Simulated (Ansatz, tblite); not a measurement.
# C22H24N6Si2: one state, many levels

The task here is to estimate one member of a computed series from the others.

Program: Ansatz 0.2.0, Gaussian basis. Level of theory: as each input shows. These are calculated values, not measurements.

Levels to be run: GFN1-xTB, GFN2-xTB, PBE-D4/def2-TZVP, r2SCAN-D4/def2-TZVP, B97M-V/def2-TZVP, B3LYP-D4/def2-TZVP, BLYP-D4/def2-TZVP, LC-ωPBE(0.10)/def2-SVP, LC-ωPBE(0.15)/def2-SVP, LC-ωPBE(0.20)/def2-SVP, LC-ωPBE(0.30)/def2-SVP, PBE-D4/def2-SVP, PBE0-D4/def2-SVP, HF/STO-3G, HF/6-31G, B3LYP-D4/6-31G, MP2/def2-SVP, RPA/def2-SVP.

**The structure**

The geometry is that of the singlet, from an earlier relaxation (r2SCAN-D4/def2-SVP).

SMILES `C[Si](C)(C)C#Cc1cnc(-c2cnc(-c3cnc(C#C[Si](C)(C)C)nc3)nc2)nc1`, 54 atoms, charge 0, spin multiplicity 1.

Bond lengths: C1–Si2 1.878 Å, C1–H31 1.102 Å, C1–H32 1.102 Å, C1–H33 1.103 Å, Si2–C3 1.878 Å, Si2–C4 1.878 Å, Si2–C5 1.850 Å, C3–H34 1.103 Å, C3–H35 1.102 Å, C3–H36 1.102 Å, C4–H37 1.103 Å, C4–H38 1.102 Å, C4–H39 1.102 Å, C5–C6 1.229 Å, C6–C7 1.416 Å, C7–C8 1.414 Å, C7–C30 1.414 Å, C8–N9 1.325 Å and more. Angles: Si2–C1–H31 111.2°, Si2–C1–H32 111.2°, Si2–C1–H33 110.6°, H31–C1–H32 107.9°, H31–C1–H33 107.9°, H32–C1–H33 108.0°, C1–Si2–C3 110.9°, C1–Si2–C4 110.8°, C1–Si2–C5 108.0°, C3–Si2–C4 110.9°, C3–Si2–C5 108.0°, C4–Si2–C5 108.0°, Si2–C3–H34 110.6°, Si2–C3–H35 111.2°, Si2–C3–H36 111.2°, H34–C3–H35 107.9°, H34–C3–H36 107.9°, H35–C3–H36 107.9° and more.

PBE0-D4/def2-TZVP was run before; its log isn't repeated, and its numbers join the tables.

Set-up of the first run:

Tight binding, by tblite at 300 K electronic temperature and without a spin-polarisation term:

```python
tblite.interface.Calculator('GFN1-xTB', numbers, positions, charge=0, uhf=0).singlepoint()
```

Tight binding, by tblite at 300 K electronic temperature and without a spin-polarisation term:

```python
tblite.interface.Calculator('GFN2-xTB', numbers, positions, charge=0, uhf=0).singlepoint()
```

start.molden holds the orbitals of an earlier run on this state, given as this run's starting guess.

in.yaml

```yaml
crystal:
  periodic: [false, false, false]
  atoms:
    - {symbol: C, position_ang: [10.503361, -1.075553, 1.310396]}
    - {symbol: Si, position_ang: [9.906733, 0.062175, -0.059405]}
    - {symbol: C, position_ang: [10.477932, 1.826051, 0.237232]}
    - {symbol: C, position_ang: [10.481503, -0.554562, -1.737774]}
    - {symbol: C, position_ang: [8.056944, 0.049943, -0.048337]}
    - {symbol: C, position_ang: [6.827815, 0.043137, -0.040296]}
    - {symbol: C, position_ang: [5.412301, 0.034496, -0.031790]}
    - {symbol: C, position_ang: [4.659386, -1.160981, 0.030517]}
    - {symbol: N, position_ang: [3.334814, -1.170117, 0.039394]}
    - {symbol: C, position_ang: [2.706615, 0.017834, -0.015869]}
    - {symbol: C, position_ang: [1.237045, 0.008749, -0.006126]}
    - {symbol: C, position_ang: [0.479309, 1.193112, -0.057741]}
    - {symbol: N, position_ang: [-0.848151, 1.189712, -0.050014]}
    - {symbol: C, position_ang: [-1.458080, -0.008162, 0.010778]}
    - {symbol: C, position_ang: [-2.928155, -0.017633, 0.020345]}
    - {symbol: C, position_ang: [-3.685442, 1.167397, -0.030819]}
    - {symbol: N, position_ang: [-5.013353, 1.168626, -0.023580]}
    - {symbol: C, position_ang: [-5.616269, -0.035419, 0.036789]}
    - {symbol: C, position_ang: [-7.048224, -0.045589, 0.042969]}
    - {symbol: C, position_ang: [-8.275183, -0.054617, 0.048334]}
    - {symbol: Si, position_ang: [-10.122880, -0.067263, 0.058082]}
    - {symbol: C, position_ang: [-10.696928, 0.828380, 1.606521]}
    - {symbol: C, position_ang: [-10.715598, 0.822668, -1.486504]}
    - {symbol: C, position_ang: [-10.700961, -1.853648, 0.065271]}
    - {symbol: N, position_ang: [-4.996703, -1.231423, 0.088395]}
    - {symbol: C, position_ang: [-3.668979, -1.212613, 0.080583]}
    - {symbol: N, position_ang: [-0.832379, -1.198185, 0.065099]}
    - {symbol: C, position_ang: [0.494980, -1.184940, 0.056848]}
    - {symbol: N, position_ang: [3.319422, 1.213355, -0.079645]}
    - {symbol: C, position_ang: [4.644027, 1.220442, -0.088547]}
    - {symbol: H, position_ang: [10.145154, -2.105994, 1.155794]}
    - {symbol: H, position_ang: [10.142792, -0.736333, 2.294711]}
    - {symbol: H, position_ang: [11.605485, -1.100027, 1.341829]}
    - {symbol: H, position_ang: [11.579275, 1.882958, 0.238325]}
    - {symbol: H, position_ang: [10.104099, 2.502454, -0.548134]}
    - {symbol: H, position_ang: [10.117700, 2.202868, 1.207943]}
    - {symbol: H, position_ang: [11.583086, -0.564704, -1.790180]}
    - {symbol: H, position_ang: [10.108497, 0.091778, -2.548344]}
    - {symbol: H, position_ang: [10.122707, -1.578489, -1.929594]}
    - {symbol: H, position_ang: [5.172155, -2.129947, 0.078209]}
    - {symbol: H, position_ang: [0.988130, 2.162741, -0.109765]}
    - {symbol: H, position_ang: [-3.174623, 2.136307, -0.077871]}
    - {symbol: H, position_ang: [-10.324079, 0.328858, 2.515047]}
    - {symbol: H, position_ang: [-10.333267, 1.868301, 1.619322]}
    - {symbol: H, position_ang: [-11.798451, 0.850237, 1.656955]}
    - {symbol: H, position_ang: [-11.817621, 0.846424, -1.523076]}
    - {symbol: H, position_ang: [-10.350118, 1.861815, -1.508425]}
    - {symbol: H, position_ang: [-10.355276, 0.318738, -2.397658]}
    - {symbol: H, position_ang: [-11.802357, -1.909684, 0.070282]}
    - {symbol: H, position_ang: [-10.335981, -2.390596, -0.824981]}
    - {symbol: H, position_ang: [-10.327990, -2.386055, 0.954934]}
    - {symbol: H, position_ang: [-3.144879, -2.174614, 0.122883]}
    - {symbol: H, position_ang: [1.016479, -2.148307, 0.098497]}
    - {symbol: H, position_ang: [5.144212, 2.195889, -0.137830]}
basis:
  gaussian: {orbitals: def2-TZVP, fitting: {mean_field: def2-universal-jkfit}, initial_orbitals: start.molden}
hamiltonian: {xc: pbe, dispersion: d4}
scf: {omitted_lower_state_checks: [starts]}
output: {forces: true, orbitals: {seedname: orbitals}}
```

On the command line:

```bash
> ansatz run in.yaml --threads 2 --pin off --events-out ev --progress --plain --max-ram 22528MiB --backend cuda --devices 0, --max-vram 18GiB
```

Among the steps run: PBE-D4/def2-TZVP; r2SCAN-D4/def2-TZVP; B97M-V/def2-TZVP; B3LYP-D4/def2-TZVP; BLYP-D4/def2-TZVP; LC-ωPBE(0.10)/def2-SVP; LC-ωPBE(0.15)/def2-SVP; LC-ωPBE(0.20)/def2-SVP; LC-ωPBE(0.30)/def2-SVP; PBE-D4/def2-SVP; PBE0-D4/def2-SVP; HF/STO-3G; HF/6-31G; B3LYP-D4/6-31G; MP2/def2-SVP; RPA/def2-SVP.

One of the session's tables, all rows but one given; the rest of the session is left out.

It belongs to the step «Binding energy». 

```
              level  binding an atom (eV)
          HF/STO-3G                 3.891
           HF/6-31G                 3.111
        HF/def2-SVP                 3.463
    PBE-D4/def2-SVP                 5.038
   PBE-D4/def2-TZVP                 4.979
  BLYP-D4/def2-TZVP                 4.820
r2SCAN-D4/def2-TZVP                 4.808
   B97M-V/def2-TZVP                     ?
     B3LYP-D4/6-31G                 4.623
 B3LYP-D4/def2-TZVP                 4.797
   PBE0-D4/def2-SVP                 4.917
  PBE0-D4/def2-TZVP                 4.857
       MP2/def2-SVP                 4.674
```

Q: Estimate the row for B97M-V/def2-TZVP from the others.

As computed: binding an atom (eV): 4.798. In the column «binding an atom (eV)» it lies between B3LYP-D4/def2-TZVP (4.797) and r2SCAN-D4/def2-TZVP (4.808).

To keep in mind: Free atoms were run apart at each level; binding is atoms less cluster, divided by the number of atoms, without zero-point or spin-orbit terms.
